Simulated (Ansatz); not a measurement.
# SnCl2: energies up the ladder, part 1 of 2

Wanted for SnCl2: energies up the ladder.

Method: the levels named in each step, in Ansatz 0.2.0.

## Step 1: Starting point

Bond lengths: Cl1–Sn2 2.377 Å, Sn2–Cl3 2.378 Å. Angles: Cl1–Sn2–Cl3 99.5°.

Structure file:

```xyz
3

Cl   -1.8170   -0.9577   -0.0009
Sn    0.0009    0.5744   -0.0022
Cl    1.8128   -0.9657    0.0084
```

## Step 2: A rough first relaxation, PBE-D4/def2-SVP

File input.yaml:

```yaml
crystal:
  periodic: [false, false, false]
  atoms:
    - { symbol: Cl, position_ang: [-1.81704, -0.9577, -0.00091] }
    - { symbol: Sn, position_ang: [0.00087, 0.57442, -0.00223] }
    - { symbol: Cl, position_ang: [1.81278, -0.96569, 0.00838] }
basis:
  gaussian: { orbitals: def2-SVP }
hamiltonian:
  xc: pbe
  dispersion: d4
relax:
  f_tol: 0.03
  max_steps: 200
```

Launch:

```sh
$ ansatz run input.yaml --threads 4 --pin off --max-ram 10240MiB --backend cpu --events-out ev --progress --plain --runs-dir out
```

The log of the run:

```text
Warning: RAYON_NUM_THREADS=4 ignored (pool sized by the plan → 4); use --threads N
The last accepted step is kept in <dir> (removed where the run ends without a failure and the disk answers)
Engine: ansatz 0.2.0, x86_64-unknown-linux-gnu
Functional definition: PBE
  parameter kappa = 0.804
  parameter beta = 0.06672455060314922
  exchange = pbe_x(kappa = kappa, mu = beta*pi^2/3)
  correlation = pbe_c(beta = beta)
681 factors; their error is unknown
mean field evaluation 1: about -30860.2411 eV, gradient 2.1e1 eV
mean field evaluation 2: about -30852.2678 eV, gradient 5.3e1 eV
mean field evaluation 4: about -30861.5696 eV, gradient 1.5e0 eV
mean field evaluation 8: about -30861.5511 eV, gradient 3.4e-2 eV
mean field -30861.55112979 eV, -1134.1410853092 hartree, gradient 6.8e-5 eV, S^2 0.000000; 0 other end points of the search recorded, 0 dependent functions left out
the calculation of the forces begins
reference -30861.55115787 eV, -1134.1410863408 hartree; 28, 28 occupied and 34, 34 virtual orbitals, 681 factors
relax step   1: F+E_penalty+E_count = -30861.65448985 eV  Δ(F+E_penalty+E_count) = +0.000e0 eV  max|allowed force component| = 5.571e-1 eV/Å  Δτ_max = 0.0000 Å  (24 SCF iters, accepted)
these checks for a lower state are left out or cut short: starts, cluster_reference, orbital_swaps, neighbouring_geometries, increment
681 factors; their error is unknown
mean field evaluation 16: about -30861.5917 eV, gradient 1.5e-2 eV
mean field -30861.56482670 eV, -1134.1415886613 hartree, gradient 4.6e-5 eV, S^2 0.000000; 0 other end points of the search recorded, 0 dependent functions left out
the calculation of the forces begins
reference -30861.56485491 eV, -1134.1415896979 hartree; 28, 28 occupied and 34, 34 virtual orbitals, 681 factors
relax step   2: F+E_penalty+E_count = -30861.66701967 eV  Δ(F+E_penalty+E_count) = -1.253e-2 eV  max|allowed force component| = 1.774e-1 eV/Å  Δτ_max = 0.0349 Å  (24 SCF iters, accepted)
these checks for a lower state are left out or cut short: starts, cluster_reference, orbital_swaps, neighbouring_geometries, increment
681 factors; their error is unknown
mean field -30861.56606132 eV, -1134.1416340328 hartree, gradient 3.4e-5 eV, S^2 0.000000; 0 other end points of the search recorded, 0 dependent functions left out
the calculation of the forces begins
reference -30861.56608951 eV, -1134.1416350686 hartree; 28, 28 occupied and 34, 34 virtual orbitals, 681 factors
relax step   3: F+E_penalty+E_count = -30861.66840330 eV  Δ(F+E_penalty+E_count) = -1.384e-3 eV  max|allowed force component| = 8.583e-3 eV/Å  Δτ_max = 0.0083 Å  (24 SCF iters, accepted)
681 factors; their error is unknown
mean field evaluation 32: about -30861.5843 eV, gradient 1.6e0 eV
mean field -30861.56606132 eV, -1134.1416340328 hartree, gradient 3.4e-5 eV, S^2 0.000000; 1 other end points of the search recorded, 0 dependent functions left out
the calculation of the forces begins
reference -30861.56608951 eV, -1134.1416350686 hartree; 28, 28 occupied and 34, 34 virtual orbitals, 681 factors
Total energy: -30861.66843148 eV, -1134.1453960669 hartree
Atom 0 at    -1.847180    -0.962701    -0.000967 Å, force    -0.000459    -0.004348     0.000016 eV/Å
Atom 1 at     0.001098     0.584372    -0.002268 Å, force     0.000154     0.008583    -0.000033 eV/Å
Atom 2 at     1.842692    -0.970641     0.008476 Å, force     0.000304    -0.004235     0.000017 eV/Å
Dipole moment:     0.001349     0.631488    -0.002452 e Å
```

Wall time 4.7 s (4 threads of Intel Xeon at 2.50GHz (Skylake/Cascade Lake), shared host); peak memory 0.12 GiB.

The steps of the relaxation:

| step | energy from step 1 (eV) | largest force component (eV/Å) |
| --- | --- | --- |
| 1 | 0.0000 | 0.5571 |
| 2 | -0.0125 | 0.1774 |
| 3 | -0.0139 | 0.0086 |

Step 1 is the start.

Before: Bond lengths: Cl1–Sn2 2.377 Å, Sn2–Cl3 2.378 Å. Angles: Cl1–Sn2–Cl3 99.5°.

After: Bond lengths: Cl1–Sn2 2.410 Å, Sn2–Cl3 2.410 Å. Angles: Cl1–Sn2–Cl3 99.9°.

## Step 3: Relaxation, PBE0-D4/def2-TZVPP

File input.yaml:

```yaml
crystal:
  periodic: [false, false, false]
  atoms:
    - { symbol: Cl, position_ang: [-1.84718029, -0.96270132, -0.00096744] }
    - { symbol: Sn, position_ang: [0.00109836, 0.58437214, -0.00226811] }
    - { symbol: Cl, position_ang: [1.84269193, -0.97064082, 0.00847555] }
basis:
  gaussian: { orbitals: def2-TZVPP }
hamiltonian:
  xc: pbe0
  dispersion: d4
relax:
  f_tol: 0.002
  max_steps: 150
```

Launch:

```sh
$ ansatz run input.yaml --threads 4 --pin off --max-ram 10240MiB --backend cpu --events-out ev --progress --plain --runs-dir out
```

The log of the run:

```text
Warning: RAYON_NUM_THREADS=4 ignored (pool sized by the plan → 4); use --threads N
[... 2 set-up lines as earlier in the session ...]
Functional definition: PBE0
  parameter a = 0.25
[... 2 set-up lines as earlier in the session ...]
  exchange = (1 - a)*pbe_x(kappa = kappa, mu = beta*pi^2/3) + a*exact_x
[... 1 set-up line as earlier in the session ...]
1111 factors; their error is unknown
mean field evaluation 1: about -30870.8567 eV, gradient 2.3e1 eV
mean field evaluation 2: about -30868.1501 eV, gradient 4.0e1 eV
mean field evaluation 4: about -30872.4811 eV, gradient 1.2e0 eV
mean field evaluation 8: about -30872.6331 eV, gradient 3.7e-2 eV
mean field evaluation 16: about -30872.6331 eV, gradient 2.4e-5 eV
mean field -30872.63314101 eV, -1134.5483417099 hartree, gradient 2.4e-5 eV, S^2 0.000000; 0 other end points of the search recorded, 0 dependent functions left out
the calculation of the forces begins
reference -30872.63316876 eV, -1134.5483427295 hartree; 28, 28 occupied and 106, 106 virtual orbitals, 1111 factors
relax step   1: F+E_penalty+E_count = -30872.72060737 eV  Δ(F+E_penalty+E_count) = +0.000e0 eV  max|allowed force component| = 6.686e-1 eV/Å  Δτ_max = 0.0000 Å  (27 SCF iters, accepted)
these checks for a lower state are left out or cut short: starts, cluster_reference, orbital_swaps, neighbouring_geometries, increment
1111 factors; their error is unknown
mean field -30872.65661977 eV, -1134.5492045382 hartree, gradient 1.4e-5 eV, S^2 0.000000; 0 other end points of the search recorded, 0 dependent functions left out
the calculation of the forces begins
reference -30872.65664715 eV, -1134.5492055444 hartree; 28, 28 occupied and 106, 106 virtual orbitals, 1111 factors
relax step   2: F+E_penalty+E_count = -30872.74589658 eV  Δ(F+E_penalty+E_count) = -2.529e-2 eV  max|allowed force component| = 2.706e-1 eV/Å  Δτ_max = 0.0749 Å  (29 SCF iters, accepted)
these checks for a lower state are left out or cut short: starts, cluster_reference, orbital_swaps, neighbouring_geometries, increment
1111 factors; their error is unknown
mean field evaluation 32: about -30872.6606 eV, gradient 1.9e-5 eV
mean field -30872.66056631 eV, -1134.5493495710 hartree, gradient 1.9e-5 eV, S^2 0.000000; 0 other end points of the search recorded, 0 dependent functions left out
the calculation of the forces begins
reference -30872.66059377 eV, -1134.5493505803 hartree; 28, 28 occupied and 106, 106 virtual orbitals, 1111 factors
relax step   3: F+E_penalty+E_count = -30872.74949723 eV  Δ(F+E_penalty+E_count) = -3.601e-3 eV  max|allowed force component| = 1.296e-2 eV/Å  Δτ_max = 0.0145 Å  (32 SCF iters, accepted)
these checks for a lower state are left out or cut short: starts, cluster_reference, orbital_swaps, neighbouring_geometries, increment
1111 factors; their error is unknown
mean field -30872.66069796 eV, -1134.5493544089 hartree, gradient 1.9e-5 eV, S^2 0.000000; 0 other end points of the search recorded, 0 dependent functions left out
the calculation of the forces begins
reference -30872.66072543 eV, -1134.5493554186 hartree; 28, 28 occupied and 106, 106 virtual orbitals, 1111 factors
relax step   4: F+E_penalty+E_count = -30872.74953411 eV  Δ(F+E_penalty+E_count) = -3.688e-5 eV  max|allowed force component| = 3.485e-3 eV/Å  Δτ_max = 0.0045 Å  (31 SCF iters, accepted)
these checks for a lower state are left out or cut short: starts, cluster_reference, orbital_swaps, neighbouring_geometries, increment
1111 factors; their error is unknown
mean field -30872.66068415 eV, -1134.5493539017 hartree, gradient 1.9e-5 eV, S^2 0.000000; 0 other end points of the search recorded, 0 dependent functions left out
the calculation of the forces begins
reference -30872.66071163 eV, -1134.5493549113 hartree; 28, 28 occupied and 106, 106 virtual orbitals, 1111 factors
relax step   5: F+E_penalty+E_count = -30872.74953625 eV  Δ(F+E_penalty+E_count) = -2.137e-6 eV  max|allowed force component| = 4.110e-5 eV/Å  Δτ_max = 0.0008 Å  (32 SCF iters, accepted)
1111 factors; their error is unknown
mean field evaluation 64: about -30872.6607 eV, gradient 2.0e-2 eV
mean field -30872.66068415 eV, -1134.5493539017 hartree, gradient 1.9e-5 eV, S^2 0.000000; 1 other end points of the search recorded, 0 dependent functions left out
the calculation of the forces begins
reference -30872.66071163 eV, -1134.5493549113 hartree; 28, 28 occupied and 106, 106 virtual orbitals, 1111 factors
Total energy: -30872.74956372 eV, -1134.5526201655 hartree
Atom 0 at    -1.790301    -0.960706    -0.000830 Å, force     0.000026     0.000021    -0.000000 eV/Å
Atom 1 at     0.001095     0.580132    -0.002252 Å, force    -0.000000    -0.000041     0.000000 eV/Å
Atom 2 at     1.785817    -0.968396     0.008322 Å, force    -0.000026     0.000021    -0.000000 eV/Å
Dipole moment:     0.001460     0.675697    -0.002623 e Å
```

Wall time 21 s (4 threads of Intel Xeon at 2.50GHz (Skylake/Cascade Lake), shared host); peak memory 0.33 GiB.

Relaxation path:

```csv
step,E - E(step 1) (eV),largest force component (eV/Å)
1,0.0000,0.6686
2,-0.0253,0.2706
3,-0.0289,0.0130
4,-0.0289,0.0035
5,-0.0289,0.0000
```

Step 1 is the start.

Before: Bond lengths: Cl1–Sn2 2.410 Å, Sn2–Cl3 2.410 Å. Angles: Cl1–Sn2–Cl3 99.9°.

After: Bond lengths: Cl1–Sn2 2.363 Å, Sn2–Cl3 2.363 Å. Angles: Cl1–Sn2–Cl3 98.4°.

## Step 4: Frequencies, PBE0-D4/def2-TZVPP

File input.yaml:

```yaml
crystal:
  periodic: [false, false, false]
  atoms:
    - { symbol: Cl, position_ang: [-1.79030141, -0.96070586, -0.00083011] }
    - { symbol: Sn, position_ang: [0.00109469, 0.58013181, -0.00225163] }
    - { symbol: Cl, position_ang: [1.78581673, -0.96839595, 0.00832174] }
basis:
  gaussian: { orbitals: def2-TZVPP }
hamiltonian:
  xc: pbe0
  dispersion: d4
phonons: {}
```

Launch:

```sh
$ ansatz run input.yaml --threads 4 --pin off --max-ram 10240MiB --backend cpu --events-out ev --progress --plain --runs-dir out
```

The log of the run:

```text
Warning: RAYON_NUM_THREADS=4 ignored (pool sized by the plan → 4); use --threads N
[... 7 set-up lines as earlier in the session ...]
1111 factors; their error is unknown
mean field evaluation 1: about -30871.0476 eV, gradient 2.2e1 eV
mean field evaluation 2: about -30869.1398 eV, gradient 3.6e1 eV
mean field evaluation 4: about -30872.5076 eV, gradient 1.1e0 eV
mean field evaluation 8: about -30872.6607 eV, gradient 3.6e-2 eV
mean field evaluation 16: about -30872.6607 eV, gradient 2.1e-5 eV
mean field -30872.66068415 eV, -1134.5493539017 hartree, gradient 2.1e-5 eV, S^2 0.000000; 0 other end points of the search recorded, 0 dependent functions left out
the calculation of the forces begins
reference -30872.66071163 eV, -1134.5493549113 hartree; 28, 28 occupied and 106, 106 virtual orbitals, 1111 factors
these checks for a lower state are left out or cut short: stability, starts, cluster_reference, orbital_swaps, neighbouring_geometries, increment
1111 factors; their error is unknown
mean field -30872.66066440 eV, -1134.5493531758 hartree, gradient 1.2e-6 eV, S^2 0.000000; 0 other end points of the search recorded, 0 dependent functions left out
the calculation of the forces begins
reference -30872.66069187 eV, -1134.5493541853 hartree; 28, 28 occupied and 106, 106 virtual orbitals, 1111 factors
these checks for a lower state are left out or cut short: stability, starts, cluster_reference, orbital_swaps, neighbouring_geometries, increment
1111 factors; their error is unknown
mean field evaluation 32: about -30872.6607 eV, gradient 1.2e-6 eV
mean field -30872.66066845 eV, -1134.5493533245 hartree, gradient 1.2e-6 eV, S^2 0.000000; 0 other end points of the search recorded, 0 dependent functions left out
the calculation of the forces begins
reference -30872.66069592 eV, -1134.5493543342 hartree; 28, 28 occupied and 106, 106 virtual orbitals, 1111 factors
these checks for a lower state are left out or cut short: stability, starts, cluster_reference, orbital_swaps, neighbouring_geometries, increment
1111 factors; their error is unknown
mean field -30872.66065192 eV, -1134.5493527170 hartree, gradient 1.2e-6 eV, S^2 0.000000; 0 other end points of the search recorded, 0 dependent functions left out
the calculation of the forces begins
reference -30872.66067939 eV, -1134.5493537265 hartree; 28, 28 occupied and 106, 106 virtual orbitals, 1111 factors
these checks for a lower state are left out or cut short: stability, starts, cluster_reference, orbital_swaps, neighbouring_geometries, increment
1111 factors; their error is unknown
mean field -30872.66069351 eV, -1134.5493542456 hartree, gradient 1.2e-6 eV, S^2 0.000000; 0 other end points of the search recorded, 0 dependent functions left out
the calculation of the forces begins
reference -30872.66072099 eV, -1134.5493552554 hartree; 28, 28 occupied and 106, 106 virtual orbitals, 1111 factors
these checks for a lower state are left out or cut short: stability, starts, cluster_reference, orbital_swaps, neighbouring_geometries, increment
1111 factors; their error is unknown
mean field -30872.66065942 eV, -1134.5493529926 hartree, gradient 1.2e-6 eV, S^2 0.000000; 0 other end points of the search recorded, 0 dependent functions left out
the calculation of the forces begins
reference -30872.66068689 eV, -1134.5493540023 hartree; 28, 28 occupied and 106, 106 virtual orbitals, 1111 factors
these checks for a lower state are left out or cut short: stability, starts, cluster_reference, orbital_swaps, neighbouring_geometries, increment
1111 factors; their error is unknown
mean field evaluation 64: about -30872.6607 eV, gradient 1.2e-6 eV
mean field -30872.66065454 eV, -1134.5493528133 hartree, gradient 1.2e-6 eV, S^2 0.000000; 0 other end points of the search recorded, 0 dependent functions left out
the calculation of the forces begins
reference -30872.66068201 eV, -1134.5493538227 hartree; 28, 28 occupied and 106, 106 virtual orbitals, 1111 factors
Total energy: -30872.74956372 eV, -1134.5526201655 hartree
Atom 0 at    -1.790301    -0.960706    -0.000830 Å, force     0.000026     0.000020    -0.000000 eV/Å
Atom 1 at     0.001095     0.580132    -0.002252 Å, force    -0.000000    -0.000041     0.000000 eV/Å
Atom 2 at     1.785817    -0.968396     0.008322 Å, force    -0.000026     0.000020    -0.000000 eV/Å
Dipole moment:     0.001460     0.675698    -0.002623 e Å
Vibrations: 120.52 341.26 358.42 cm⁻¹, zero-point energy 0.050846 eV
```

It took 20 s on 4 threads of Intel Xeon at 2.50GHz (Skylake/Cascade Lake), shared host; peak memory 0.33 GiB.

Harmonic frequencies (cm⁻¹; negative: imaginary): 121, 341, 358.

## Step 5: Single point, PBE-D4/def2-TZVPP

input.yaml: that of step 4 with these lines changed.

```diff
@@ -9,4 +9,3 @@
 hamiltonian:
-  xc: pbe0
+  xc: pbe
   dispersion: d4
-phonons: {}
```

Launch:

```sh
$ ansatz run input.yaml --threads 4 --pin off --max-ram 10240MiB --backend cpu --events-out ev --progress --plain --runs-dir out
```

The log of the run:

```text
Warning: RAYON_NUM_THREADS=4 ignored (pool sized by the plan → 4); use --threads N
[... 6 set-up lines as earlier in the session ...]
976 factors; their error is unknown
mean field evaluation 1: about -30868.8803 eV, gradient 2.5e1 eV
mean field evaluation 2: about -30860.2816 eV, gradient 6.1e1 eV
mean field evaluation 4: about -30870.5771 eV, gradient 2.7e0 eV
mean field evaluation 8: about -30870.5967 eV, gradient 4.3e-2 eV
mean field evaluation 16: about -30870.5781 eV, gradient 6.0e-5 eV
mean field -30870.57812406 eV, -1134.4728212297 hartree, gradient 2.3e-5 eV, S^2 0.000000; 0 other end points of the search recorded, 0 dependent functions left out
reference -30870.57816097 eV, -1134.4728225861 hartree; 28, 28 occupied and 106, 106 virtual orbitals, 976 factors
Total energy: -30870.68236256 eV, -1134.4766519240 hartree
```

It took 1.8 s on 4 threads of Intel Xeon at 2.50GHz (Skylake/Cascade Lake), shared host; peak memory 0.17 GiB.

## Step 6: Single point, r2SCAN-D4/def2-TZVPP

input.yaml: that of step 5 with these lines changed.

```diff
@@ -9,3 +9,3 @@
 hamiltonian:
-  xc: pbe
+  xc: r2scan
   dispersion: d4
```

Launch:

```sh
$ ansatz run input.yaml --threads 4 --pin off --max-ram 10240MiB --backend cpu --events-out ev --progress --plain --runs-dir out
```

The log of the run:

```text
Warning: RAYON_NUM_THREADS=4 ignored (pool sized by the plan → 4); use --threads N
[... 1 set-up line as earlier in the session ...]
Functional definition: r2SCAN
  parameter k0 = 0.174
  parameter k1 = 0.065
  parameter a1 = 4.9479
  exchange = r2scan_x(k0 = k0, k1 = k1, a1 = a1)
  correlation = r2scan_c
976 factors; their error is unknown
mean field evaluation 1: about -30879.9271 eV, gradient 2.3e1 eV
mean field evaluation 2: about -30875.4199 eV, gradient 4.6e1 eV
mean field evaluation 4: about -30881.3119 eV, gradient 1.7e0 eV
mean field evaluation 8: about -30881.2996 eV, gradient 3.1e-2 eV
mean field evaluation 16: about -30881.2996 eV, gradient 6.4e-6 eV
mean field -30881.29963264 eV, -1134.8668294028 hartree, gradient 6.4e-6 eV, S^2 0.000000; 0 other end points of the search recorded, 0 dependent functions left out
reference -30881.29964302 eV, -1134.8668297844 hartree; 28, 28 occupied and 106, 106 virtual orbitals, 976 factors
Total energy: -30881.32013017 eV, -1134.8675826732 hartree
```

It took 3.3 s on 4 threads of Intel Xeon at 2.50GHz (Skylake/Cascade Lake), shared host; peak memory 0.19 GiB.

## Step 7: Single point, B3LYP-D4/def2-TZVPP

input.yaml: that of step 6 with these lines changed.

```diff
@@ -9,3 +9,3 @@
 hamiltonian:
-  xc: r2scan
+  xc: { name: B3LYP }
   dispersion: d4
```

Launch:

```sh
$ ansatz run input.yaml --threads 4 --pin off --max-ram 10240MiB --backend cpu --events-out ev --progress --plain --runs-dir out
```

The log of the run:

```text
Warning: RAYON_NUM_THREADS=4 ignored (pool sized by the plan → 4); use --threads N
[... 1 set-up line as earlier in the session ...]
Functional definition: B3LYP
  parameter a0 = 0.2
  parameter ax = 0.72
  parameter ac = 0.81
  exchange = (1 - a0 - ax)*slater_x + ax*b88_x + a0*exact_x
  correlation = (1 - ac)*vwn_rpa_c + ac*lyp_c
1058 factors; their error is unknown
mean field evaluation 1: about -30881.7951 eV, gradient 2.4e1 eV
mean field evaluation 2: about -30878.3297 eV, gradient 4.5e1 eV
mean field evaluation 4: about -30883.4642 eV, gradient 1.4e0 eV
mean field evaluation 8: about -30883.5850 eV, gradient 3.2e-2 eV
mean field -30883.58501665 eV, -1134.9508157159 hartree, gradient 6.5e-5 eV, S^2 0.000000; 0 other end points of the search recorded, 0 dependent functions left out
reference -30883.58524450 eV, -1134.9508240895 hartree; 28, 28 occupied and 106, 106 virtual orbitals, 1058 factors
Total energy: -30883.75961955 eV, -1134.9572322542 hartree
```

It took 2.5 s on 4 threads of Intel Xeon at 2.50GHz (Skylake/Cascade Lake), shared host; peak memory 0.31 GiB.

## Step 8: Single point, wB97M-V/def2-TZVPP

input.yaml: that of step 7 with these lines changed.

```diff
@@ -9,3 +9,2 @@
 hamiltonian:
-  xc: { name: B3LYP }
-  dispersion: d4
+  xc: { name: wB97M-V }
```

Launch:

```sh
$ ansatz run input.yaml --threads 4 --pin off --max-ram 10240MiB --backend cpu --events-out ev --progress --plain --runs-dir out
```

The log of the run:

```text
Warning: RAYON_NUM_THREADS=4 ignored (pool sized by the plan → 4); use --threads N
[... 1 set-up line as earlier in the session ...]
Functional definition: wB97M-V
  parameter omega = 0.3/bohr
  parameter cx = 0.15
  parameter cx01 = 1.007
  parameter cx10 = 0.259
  parameter css00 = 0.443
  parameter css04 = -1.437
  parameter css10 = -4.535
  parameter css20 = -3.390
  parameter css43 = 4.278
  parameter cos00 = 1.000
  parameter cos10 = 1.358
  parameter cos20 = 2.924
  parameter cos21 = -8.812
  parameter cos60 = -1.390
  parameter cos61 = 9.142
  parameter b = 6.0
  parameter c = 0.01
  gx(w, u) = 1 - cx + cx01*u + cx10*w
  gss(w, u) = css00 + css04*u^4 + css10*w + css20*w^2 + css43*w^4*u^3
  gos(w, u) = cos00 + cos10*w + (cos20 + cos21*u)*w^2 + (cos60 + cos61*u)*w^6
  exchange = spin_sum(e_x_unif_sr(omega)*gx(b97_w, b97_u_x)) + cx*exact_x_sr(omega) + exact_x_lr(omega)
  correlation = spin_sum(e_c_pw_mod_same_spin*gss(b97_w, b97_u_same))
      + integral(e_c_pw_mod_opposite_spin*gos(b97_w_opposite, b97_u_opposite)) + vv10(b, c)
1052 factors; their error is unknown
164 factors; integrals over basis functions are off by at most 6.5e-5 eV
mean field evaluation 1: about -30876.6443 eV, gradient 2.2e1 eV
mean field evaluation 2: about -30877.2180 eV, gradient 2.2e1 eV
mean field evaluation 4: about -30878.1806 eV, gradient 4.6e-1 eV
mean field evaluation 8: about -30878.2647 eV, gradient 2.8e-2 eV
mean field evaluation 16: about -30878.2647 eV, gradient 1.3e-5 eV
mean field -30878.26473209 eV, -1134.7552988648 hartree, gradient 1.3e-5 eV, S^2 0.000000; 0 other end points of the search recorded, 0 dependent functions left out
reference -30878.26477400 eV, -1134.7553004049 hartree; 28, 28 occupied and 106, 106 virtual orbitals, 1052 factors
Total energy: -30878.26477400 eV, -1134.7553004049 hartree
```

It took 5.7 s on 4 threads of Intel Xeon at 2.50GHz (Skylake/Cascade Lake), shared host; peak memory 0.4 GiB.

(Continued in part 2 of 2.)
